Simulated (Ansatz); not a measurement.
# C2H4Si2: the cost of one run

Program: Ansatz 0.2.0. Level of theory: UKS PBE/6-31G*. These are calculated values, not measurements.

### Step 1. The starting structure

Bond lengths: Si1–C2 1.707 Å, C2–C3 1.400 Å, C3–Si4 1.780 Å, Si1–H5 1.450 Å, C3–H6 1.089 Å, Si4–H7 1.454 Å, Si4–H8 1.458 Å. Angles: Si1–C2–C3 139.0°, C2–Si1–H5 154.6°, C2–C3–Si4 123.0°, C2–C3–H6 120.2°, Si4–C3–H6 116.6°, C3–Si4–H7 125.4°, C3–Si4–H8 120.9°, H7–Si4–H8 113.5°.

Coordinates:

```xyz
8

Si   -0.6281    2.5209   -0.2498
C    -0.4919    0.8220   -0.1564
C     0.3724   -0.1412    0.3788
Si    0.3688   -1.8429   -0.1427
H    -1.3473    3.7702   -0.4021
H     1.0325    0.1137    1.2061
H    -0.4600   -2.3973   -1.2005
H     1.1536   -2.8455    0.5667
```

### Step 2. Relaxing end A

File input.yaml:

```yaml
crystal:
  periodic: [false, false, false]
  atoms:
    - { symbol: Si, position_ang: [-0.62808, 2.52092, -0.24982] }
    - { symbol: C, position_ang: [-0.49189, 0.82204, -0.15642] }
    - { symbol: C, position_ang: [0.37236, -0.14125, 0.37881] }
    - { symbol: Si, position_ang: [0.36881, -1.84286, -0.14274] }
    - { symbol: H, position_ang: [-1.34725, 3.77023, -0.40205] }
    - { symbol: H, position_ang: [1.03253, 0.11373, 1.20606] }
    - { symbol: H, position_ang: [-0.46003, -2.39726, -1.20053] }
    - { symbol: H, position_ang: [1.15356, -2.84554, 0.5667] }
magnetization:
  spin_polarized: true
basis:
  gaussian: { orbitals: "6-31G*" }
hamiltonian:
  xc: pbe
relax:
  f_tol: 0.02
  max_steps: 50
```

The run is started by

```sh
$ ansatz run input.yaml --threads 2 --pin off --max-ram 3072MiB --backend cpu --events-out ev --progress --plain --runs-dir out
```

What time and memory should one allow on 2 threads of AMD EPYC 9R45 (Zen 5), shared host?

About 25 s, with a peak of 0.2 GiB.
